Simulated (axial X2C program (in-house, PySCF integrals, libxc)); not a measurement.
# CuNa: bond curves with and without spin–orbit coupling

Aim: find the lowest determinant of CuNa, scan the bond at several levels and fit the constants, once spin-free and once with spin–orbit coupling.

Program: an in-house X2C program for linear molecules on PySCF integrals. Level of theory: all-electron X2C, Cu dyall-cv3z, Na dyall-cv3z. These are calculated values, not measurements.

**1. Set-up**

Contents of task.json:

```json
{
 "zs": [
  29,
  11
 ],
 "q": 0,
 "bas": [
  "dyall-cv3z",
  "dyall-cv3z"
 ],
 "levels": [
  "PBE0",
  "HF",
  "PBE50"
 ],
 "cc": true,
 "r0": 2.67,
 "thr": -1.0,
 "nmax": 90,
 "npts": 10,
 "nst": 2,
 "ntry": 6
}
```

Keys: zs atomic numbers; q charge; bas basis sets; levels methods (HF also brings MP2); cc coupled cluster on or off; r0 starting distance in Å; thr threshold in hartree for freezing inner shells (an s shell follows its p shell); nmax most natural virtual spinors; npts points asked for on the curve; nst determinants followed; ntry starts of the search.

Launch:

```bash
$ python so2c.py task.json out
```

Spin-free means the one-electron spin-free X2C Hamiltonian; two-component (2c) means X2C with spin–orbit coupling and atomic mean-field two-electron Coulomb and Gaunt terms. Basis: Cu dyall-cv3z contracted to [9s9p6d3f2g], Na dyall-cv3z contracted to [9s8p5d2f]; Gaussian nuclei, density fitting. Masses: Cu 62.930 u, Na 22.990 u.

Notation: σ, π±, δ± give the projection m of an orbital's angular momentum (0, ±1, ±2), α and β its spin, Λ and M_S the sums; ω is the projection of a spinor's total angular momentum and Ω the sum. Logs are in hartree.

The results follow Hamiltonian by Hamiltonian and level by level.

**2. Search for the lowest determinant**

PBE0 moves the distance from 2.670 Å to 2.563 Å and compares determinants there.

Spin-free determinants:

| ΔE (eV) | state | open shells |
| --- | --- | --- |
| 0.00 | M_S = 0, Λ = 0 | closed shell |
| 1.76 | M_S = 1, Λ = 0 | beyond closed shells: 2 × σα |
| 2.67 | M_S = 1, Λ = 1 | beyond closed shells: σα, π+α |
| 3.02 | M_S = 1, Λ = 1 | beyond closed shells: σα, π+α, π+β, π-α |
| 3.06 | M_S = 0, Λ = 1 | beyond closed shells: σβ, π+α, π+β, π-α |
| 3.09 | M_S = 0, Λ = 1 | beyond closed shells: σα, π+β |
| 3.20 | M_S = 1, Λ = 2 | beyond closed shells: σα, δ+α, δ+β, δ-α |

Two-component determinants:

| ΔE (eV) | state | open shells |
| --- | --- | --- |
| 0.00 | Ω = 0 | closed shell |
| 1.76 | Ω = 1 | excess of +ω over −ω: 2 × ω = 1/2 |
| 2.67 | Ω = 2 | excess of +ω over −ω: ω = 1/2, ω = 3/2 |
| 2.96 | Ω = 2 | excess of +ω over −ω: ω = 1/2, ω = 3/2 |
| 3.00 | Ω = 1 | excess of +ω over −ω: ω = -1/2, ω = 3/2 |
| 3.10 | Ω = 1 | excess of +ω over −ω: ω = -1/2, ω = 3/2 |
| 3.11 | Ω = 3 | excess of +ω over −ω: ω = 1/2, ω = 5/2 |

**3. PBE0, spin-free**

State followed: M_S = 0, Λ = 0 (closed shell). The scan is laid around 2.563 Å, a first estimate of the minimum, and this SCF restarts from the orbitals of the search.

The SCF at the reference distance of 2.563 Å:

```text
spin-free X2C-1e  PBE0
basis functions 177  fitting functions 909  grid points 5084
iter        total energy     max residual
   1      -1817.020175183     1.93e-05
   2      -1817.020175184     1.74e-05
converged
one-electron -2667.47686032  Coulomb 866.78492233  exact exchange -20.10174557  xc functional -62.08974964  nuclear repulsion 65.86325801
```

Along the bond, energies from the lowest point:

```csv
R (Å),E (eV),μ (D),HOMO (eV),LUMO (eV),iterations
2.230,0.2206,4.42,-4.71,-1.31,12
2.332,0.0948,4.59,-4.65,-1.36,10
2.409,0.0389,4.72,-4.61,-1.40,10
2.486,0.0091,4.85,-4.57,-1.44,10
2.563,0.0000,4.97,-4.53,-1.49,2
2.653,0.0110,5.11,-4.49,-1.54,9
2.742,0.0397,5.26,-4.44,-1.59,9
2.858,0.0962,5.43,-4.39,-1.66,9
2.999,0.1860,5.64,-4.33,-1.74,9
3.204,0.3408,5.91,-4.24,-1.86,10
```

Dipoles are positive if Na is the positive end.

Outer orbitals at the reference distance:

```tsv
symmetry	occupied	ε (eV)	atomic character
π+α	yes	-32.11	100% Na p
π-α	yes	-32.11	100% Na p
σα	yes	-32.09	100% Na p
σα	yes	-5.85	97% Cu d
π+α	yes	-5.77	99% Cu d
π-α	yes	-5.77	99% Cu d
δ+α	yes	-5.70	100% Cu d
δ-α	yes	-5.70	100% Cu d
σα	yes	-4.53	53% Cu s, 33% Na s, 9% Na p
σα	no	-1.49	38% Na p, 35% Na s, 17% Cu p
π-α	no	-0.39	75% Na p, 25% Cu p
π+α	no	-0.39	75% Na p, 25% Cu p
σα	no	0.19	42% Na s, 40% Cu p, 14% Na p
```

PBE0 fields in the half plane through the axis: z from -2.4 to 4.8 Å across, distance from the axis 0.15 to 2.25 Å upwards; Cu lies at z = 0 and Na at z = 2.563 Å; the ELF is damped to zero where the density is low.

log10 density (e/bohr³). Ten even steps from '0' (-4.46 ) to '9' (1.37 ):
```
0011122222222222211110000
0111222333333222222111100
0112233333333333222211100
1122334444443333332221110
1223344555444433443322110
1223445666554445555432111
1233456787654456776532211
1233457898755457887543211
```

ELF. Ten even steps from '0' (0.00 ) to '9' (0.85 ):
```
0000012234556777531000000
0000122334578998532100000
0001222234568984100000000
0011222223457840000000000
0011111122246510000000000
0111111232235201563000000
0111113787323107998400000
0111115848523029759610000
```

Re = 2.562 Å, ωe = 215.3 cm⁻¹, ωexe = 0.802 cm⁻¹, Be = 0.1525 cm⁻¹, De = 1.45 eV, μ = 4.97 D.

**4. HF, spin-free**

The SCF at the reference distance of 2.563 Å:

```text
spin-free X2C-1e  HF
basis functions 177  fitting functions 909  grid points 5084
iter        total energy     max residual
   1      -1815.235662241     2.51e-01
   2      -1815.263471357     2.85e-02
   3      -1815.265234347     7.77e-02
   4      -1815.269709536     6.81e-03
   5      -1815.269778410     4.34e-04
   6      -1815.269790242     4.02e-04
   7      -1815.269791191     1.77e-04
   8      -1815.269791424     1.93e-05
   9      -1815.269791432     1.10e-05
  10      -1815.269791433     1.83e-06
converged
one-electron -2668.72679561  Coulomb 868.21027552  exact exchange -80.61652936  xc functional 0.00000000  nuclear repulsion 65.86325801
```

Re = 2.726 Å, ωe = 179.4 cm⁻¹, ωexe = 0.508 cm⁻¹, Be = 0.1347 cm⁻¹, De = 0.305 eV, μ = 4.10 D.

**5. PBE50, spin-free**

The SCF at the reference distance of 2.563 Å:

```text
spin-free X2C-1e  PBE50
basis functions 177  fitting functions 909  grid points 5084
iter        total energy     max residual
   1      -1817.001924928     8.35e-02
   2      -1817.003852167     2.29e-02
   3      -1817.005696563     3.51e-02
   4      -1817.006772910     3.30e-03
   5      -1817.006806685     5.27e-04
   6      -1817.006808474     2.24e-04
   7      -1817.006808648     4.41e-05
   8      -1817.006808674     1.80e-05
   9      -1817.006808676     1.00e-06
converged
one-electron -2668.39309363  Coulomb 867.77922976  exact exchange -40.25292586  xc functional -42.00327696  nuclear repulsion 65.86325801
```

Re = 2.588 Å, ωe = 207.8 cm⁻¹, ωexe = 0.704 cm⁻¹, Be = 0.1495 cm⁻¹, De = 1.20 eV, μ = 4.76 D.

**6. MP2 and beyond, spin-free**

Correlated methods: 12 electrons correlated (frozen shells, counted by type: Cu 3 s, 2 p; Na 2 s, 1 p), 270 virtual spinors in MP2, 90 natural virtuals in coupled cluster.

Output of the correlated part at 2.563 Å:

```text
correlated 12  virtual 270  natural virtual 90  E(MP2) -0.555212170  MP2 remainder -0.028636572
iter   CCSD correlation   residual
   1     -0.427941285   2.64e-01
   2     -0.459161431   1.64e-01
   3     -0.465032135   4.85e-02
   4     -0.464436082   2.45e-02
   5     -0.464594219   1.08e-02
   6     -0.465027444   6.02e-03
   7     -0.465023010   2.37e-03
   8     -0.464966195   1.26e-03
   9     -0.465027075   8.54e-04
  10     -0.464999814   5.07e-04
  11     -0.464997098   2.30e-04
  12     -0.465004722   9.43e-05
  13     -0.465003899   5.48e-05
  14     -0.465003418   3.40e-05
  15     -0.465003845   2.23e-05
  16     -0.465003757   1.19e-05
  17     -0.465003647   5.94e-06
  18     -0.465003646   3.41e-06
(T) -0.023124758  T1 0.0526  D1 0.1047  max T2 0.113
```

T1 in the output is the amplitude norm over the root of the electron number; divide by √2 for the Lee–Taylor value.

MP2: Re = 2.559 Å, ωe = 221.1 cm⁻¹, Be = 0.1529 cm⁻¹, De = 1.29 eV.

CCSD: Re = 2.586 Å, ωe = 207.8 cm⁻¹, ωexe = 0.795 cm⁻¹, Be = 0.1497 cm⁻¹, De = 1.44 eV. T1 at Re = 0.037 (Lee–Taylor, the printed value over √2).

CCSD(T): Re = 2.570 Å, ωe = 213.1 cm⁻¹, ωexe = 0.695 cm⁻¹, Be = 0.1515 cm⁻¹, De = 1.58 eV. T1 at Re = 0.037 (Lee–Taylor, the printed value over √2).

**7. A higher determinant, spin-free**

State: M_S = 1, Λ = 0 (beyond closed shells: 2 × σα).

Output at the reference distance:

```text
spin-free X2C-1e  PBE0
basis functions 177  fitting functions 909  grid points 5084
iter        total energy     max residual
   1      -1816.955599505     8.72e-05
   2      -1816.955599588     6.70e-05
   3      -1816.955599633     2.40e-05
   4      -1816.955599644     3.50e-05
   5      -1816.955599645     3.12e-05
   6      -1816.955599652     4.76e-06
converged
one-electron -2665.39194452  Coulomb 864.76356155  exact exchange -20.11027299  xc functional -62.08020171  nuclear repulsion 65.86325801
```

```csv
R (Å),E above the lowest PBE0 point (eV)
2.230,2.280
2.332,2.067
2.409,1.942
2.486,1.840
2.563,1.757
2.653,1.680
2.742,1.620
2.858,1.562
2.999,1.513
```

No constants are quoted: the lowest point is the long end of the scan.

**8. The spin-free curves together**

Energy (eV) of the followed determinant, spin-free, from each level's lowest point:

```
R (Å)   PBE0     HF    MP2   CCSD  CCSD(T)  PBE50
2.230  0.221  0.380  0.227    n/a      n/a  0.240
2.332  0.095  0.217  0.097  0.109    0.100  0.110
2.409  0.039  0.131  0.039  0.049    0.043  0.049
2.486  0.009  0.070  0.009  0.014    0.011  0.014
2.563  0.000  0.030  0.000  0.000    0.000  0.000
2.653  0.011  0.005  0.012  0.005    0.009  0.005
2.742  0.040  0.000  0.043  0.028    0.036  0.027
2.858  0.096  0.015  0.103  0.077    0.090  0.076
2.999  0.186  0.060  0.198    n/a      n/a  0.159
3.204  0.341  0.159  0.361    n/a      n/a  0.306
```

**9. PBE0, 2c**

State followed: Ω = 0 (closed shell). The scan is laid around 2.563 Å, a first estimate of the minimum, and this SCF restarts from the orbitals of the search.

Output at 2.563 Å:

```text
two-component X2C + atomic mean field  PBE0
basis functions 177  fitting functions 909  grid points 5084
iter        total energy     max residual
   1      -1816.522726747     8.08e-05
   2      -1816.522726754     1.92e-05
converged
one-electron -2666.22542771  Coulomb 866.53197700  exact exchange -20.09624308  xc functional -62.07259586  nuclear repulsion 65.86325801  atomic mean-field constant -0.52369513
```

Along the bond, energies from the lowest point:

```csv
R (Å),E (eV),μ (D),HOMO (eV),LUMO (eV),iterations
2.230,0.2209,4.42,-4.71,-1.31,11
2.332,0.0950,4.59,-4.65,-1.36,10
2.409,0.0390,4.72,-4.61,-1.40,10
2.486,0.0091,4.84,-4.57,-1.44,10
2.563,0.0000,4.97,-4.53,-1.49,2
2.653,0.0110,5.11,-4.49,-1.54,9
2.742,0.0395,5.25,-4.44,-1.59,9
2.858,0.0959,5.43,-4.39,-1.66,9
2.999,0.1857,5.63,-4.33,-1.74,9
3.204,0.3404,5.91,-4.24,-1.86,10
```

Dipoles are positive if Na is the positive end.

Outer spinors at the reference distance:

```tsv
ω	occupied	ε (eV)	atomic character	λ mixture
1/2	yes	-32.20	100% Na p	72% π, 28% σ
3/2	yes	-32.04	100% Na p	100% π
1/2	yes	-32.03	100% Na p	72% σ, 28% π
1/2	yes	-5.97	98% Cu d	54% σ, 46% π
3/2	yes	-5.88	100% Cu d	68% δ, 32% π
1/2	yes	-5.72	98% Cu d	54% π, 46% σ
3/2	yes	-5.66	99% Cu d	68% π, 32% δ
5/2	yes	-5.60	100% Cu d	100% δ
1/2	yes	-4.53	53% Cu s, 33% Na s, 9% Na p	100% σ
1/2	no	-1.49	38% Na p, 35% Na s, 17% Cu p	100% σ
1/2	no	-0.39	74% Na p, 25% Cu p	100% π
3/2	no	-0.39	75% Na p, 25% Cu p	100% π
1/2	no	0.19	42% Na s, 40% Cu p, 14% Na p	100% σ
```

PBE0 fields in the half plane through the axis: z from -2.4 to 4.8 Å across, distance from the axis 0.15 to 2.25 Å upwards; Cu lies at z = 0 and Na at z = 2.563 Å; the ELF is damped to zero where the density is low.

log10 density (e/bohr³). Ten even steps from '0' (-4.46 ) to '9' (1.37 ):
```
0011122222222222211110000
0111222333333222222111100
0112233333333333222211100
1122334444443333332221110
1223344555444433443322110
1223445666554445555432111
1233456787654456776532211
1233457898755457887542211
```

ELF. Ten even steps from ' ' (0.00 ) to '@' (0.85 ):
```
          ..::::--==++++**######++--..            
        ..::::----==++##%%@@@@%%++--::..          
      ..::::::::--==++**%%@@%%==..                
    ....::::::::::--==++##%%==                    
    ............::::::==**++..                    
  ............::--::::--++::  ..++**--            
  ..........--##%%##--::--....##@@@@%%==          
  ..........++%%==%%++::--  ::@@##++@@**..        
```

Re = 2.562 Å, ωe = 215.2 cm⁻¹, ωexe = 0.802 cm⁻¹, Be = 0.1525 cm⁻¹, De = 1.45 eV, μ = 4.97 D.

**10. HF, 2c**

The SCF at the reference distance of 2.563 Å:

```text
two-component X2C + atomic mean field  HF
basis functions 177  fitting functions 909  grid points 5084
iter        total energy     max residual
   1      -1814.738860121     2.51e-01
   2      -1814.766667120     2.87e-02
   3      -1814.768426031     7.76e-02
   4      -1814.772894285     6.80e-03
   5      -1814.772963072     4.42e-04
   6      -1814.772974901     4.03e-04
   7      -1814.772975855     1.77e-04
   8      -1814.772976090     1.76e-05
   9      -1814.772976099     1.13e-05
  10      -1814.772976100     1.90e-06
converged
one-electron -2667.47435472  Coulomb 867.95627661  exact exchange -80.59446086  xc functional 0.00000000  nuclear repulsion 65.86325801  atomic mean-field constant -0.52369513
```

Re = 2.726 Å, ωe = 179.3 cm⁻¹, ωexe = 0.507 cm⁻¹, Be = 0.1347 cm⁻¹, De = 0.304 eV, μ = 4.10 D.

**11. PBE50, 2c**

The SCF at the reference distance of 2.563 Å:

```text
two-component X2C + atomic mean field  PBE50
basis functions 177  fitting functions 909  grid points 5084
iter        total energy     max residual
   1      -1816.504699047     8.35e-02
   2      -1816.506629967     2.29e-02
   3      -1816.508470968     3.51e-02
   4      -1816.509547064     3.29e-03
   5      -1816.509580780     5.26e-04
   6      -1816.509582566     2.23e-04
   7      -1816.509582741     4.41e-05
   8      -1816.509582767     1.81e-05
   9      -1816.509582768     1.01e-06
converged
one-electron -2667.14159955  Coulomb 867.52621718  exact exchange -40.24191517  xc functional -41.99184811  nuclear repulsion 65.86325801  atomic mean-field constant -0.52369513
```

Re = 2.588 Å, ωe = 207.7 cm⁻¹, ωexe = 0.704 cm⁻¹, Be = 0.1495 cm⁻¹, De = 1.20 eV, μ = 4.76 D.

**12. MP2 and beyond, 2c**

Correlated methods: 12 electrons correlated (frozen shells, counted by type: Cu 3 s, 2 p; Na 2 s, 1 p), 270 virtual spinors in MP2, 90 natural virtuals in coupled cluster.

Output of the correlated part at 2.563 Å:

```text
correlated 12  virtual 270  natural virtual 90  E(MP2) -0.554908983  MP2 remainder -0.029090403
iter   CCSD correlation   residual
   1     -0.427445757   2.63e-01
   2     -0.458604262   1.64e-01
   3     -0.464457071   4.84e-02
   4     -0.463861127   2.45e-02
   5     -0.464019514   1.08e-02
   6     -0.464452123   6.01e-03
   7     -0.464447108   2.37e-03
   8     -0.464390578   1.26e-03
   9     -0.464451633   8.54e-04
  10     -0.464424125   5.07e-04
  11     -0.464421619   2.31e-04
  12     -0.464429208   9.59e-05
  13     -0.464428383   5.67e-05
  14     -0.464427890   3.56e-05
  15     -0.464428330   2.33e-05
  16     -0.464428230   1.25e-05
  17     -0.464428111   6.25e-06
  18     -0.464428109   3.67e-06
(T) -0.023075051  T1 0.0525  D1 0.1046  max T2 0.113
```

MP2: Re = 2.559 Å, ωe = 220.9 cm⁻¹, Be = 0.1529 cm⁻¹, De = 1.29 eV.

CCSD: Re = 2.586 Å, ωe = 208.0 cm⁻¹, Be = 0.1497 cm⁻¹, De = 1.44 eV. T1 at Re = 0.037 (Lee–Taylor, the printed value over √2).

CCSD(T): Re = 2.570 Å, ωe = 213.2 cm⁻¹, ωexe = 0.703 cm⁻¹, Be = 0.1515 cm⁻¹, De = 1.57 eV. T1 at Re = 0.037 (Lee–Taylor, the printed value over √2).

**13. A higher determinant, 2c**

State: Ω = 1 (excess of +ω over −ω: 2 × ω = 1/2).

Output at the reference distance:

```text
two-component X2C + atomic mean field  PBE0
basis functions 177  fitting functions 909  grid points 5084
iter        total energy     max residual
   1      -1816.458167176     6.86e-05
   2      -1816.458167180     3.65e-05
   3      -1816.458167187     4.62e-05
   4      -1816.458167191     1.33e-05
converged
one-electron -2664.14093376  Coulomb 864.51102690  exact exchange -20.10476774  xc functional -62.06305547  nuclear repulsion 65.86325801  atomic mean-field constant -0.52369513
```

```csv
R (Å),E above the lowest PBE0 point (eV)
2.230,2.280
2.332,2.067
2.409,1.942
2.486,1.840
2.563,1.757
2.653,1.680
2.742,1.620
2.858,1.561
2.999,1.512
```

No constants are quoted: the lowest point is the long end of the scan.

**14. The 2c curves together**

Energy (eV) of the followed determinant, 2c, from each level's lowest point:

```
R (Å)   PBE0     HF    MP2   CCSD  CCSD(T)  PBE50
2.230  0.221  0.380  0.227    n/a      n/a  0.241
2.332  0.095  0.217  0.097  0.110    0.101  0.110
2.409  0.039  0.131  0.039  0.049    0.043  0.050
2.486  0.009  0.070  0.009  0.014    0.011  0.014
2.563  0.000  0.030  0.000  0.000    0.000  0.000
2.653  0.011  0.005  0.012  0.005    0.009  0.005
2.742  0.039  0.000  0.043  0.028    0.036  0.027
2.858  0.096  0.015  0.103  0.077    0.090  0.076
2.999  0.186  0.060  0.198    n/a      n/a  0.158
3.204  0.340  0.159  0.361    n/a      n/a  0.305
```

The whole job took 1.7 min on 1 thread of Arm Neoverse V2, shared host; peak memory 0.74 GiB.

**15. Constants**

Lowest determinant that the search found at its distance, spin-free: M_S = 0, Λ = 0 (closed shell).

Lowest determinant that the search found at its distance, 2c: Ω = 0 (closed shell).

```tsv
Hamiltonian	level	Re (Å)	ωe (cm⁻¹)	De (eV)	μ (D)
spin-free	PBE0	2.562	215.3	1.45	4.97
spin-free	HF	2.726	179.4	0.305	4.10
spin-free	MP2	2.559	221.1	1.29	n/a
spin-free	CCSD	2.586	207.8	1.44	n/a
spin-free	CCSD(T)	2.570	213.1	1.58	n/a
spin-free	PBE50	2.588	207.8	1.20	4.76
2c	PBE0	2.562	215.2	1.45	4.97
2c	HF	2.726	179.3	0.304	4.10
2c	MP2	2.559	220.9	1.29	n/a
2c	CCSD	2.586	208.0	1.44	n/a
2c	CCSD(T)	2.570	213.2	1.57	n/a
2c	PBE50	2.588	207.7	1.20	4.76
```

Dipoles are positive if Na is the positive end.

Time per point (s) on 1 thread of Arm Neoverse V2, shared host (2c runs; CCSD comes with the CCSD(T) run); the times are rough: PBE0 0.27, HF 0.14, MP2 0.35, CCSD(T) 4.1, PBE50 0.26.

**Reading.** At CCSD(T), going from spin-free to two-component changes Re by 0 mÅ, ωe by 0.0 %; the spin-free picture holds up (part of it comes from the scalar share of the two-electron terms). De moves by 0.00 eV; both De rest on single-determinant atoms, which can miss part of an open shell's spin–orbit lowering.

De refers to Cu + Na, each in the lowest determinant found, which need not be this curve's own limit. Each curve is one determinant whose occupation by symmetry is held fixed; it was picked as the lowest of a PBE0 search that is not exhaustive. Closed shells are restricted here (equal orbitals for both partners), which fails at long range if the bond breaks into open shells. Dissociation energies refer to the lowest single-determinant-based atoms at the same level and basis. CCSD and (T) use frozen natural virtuals with an MP2 correction for the truncation. T1 at Re is 0.037 (Lee–Taylor), above the customary mark of 0.02.
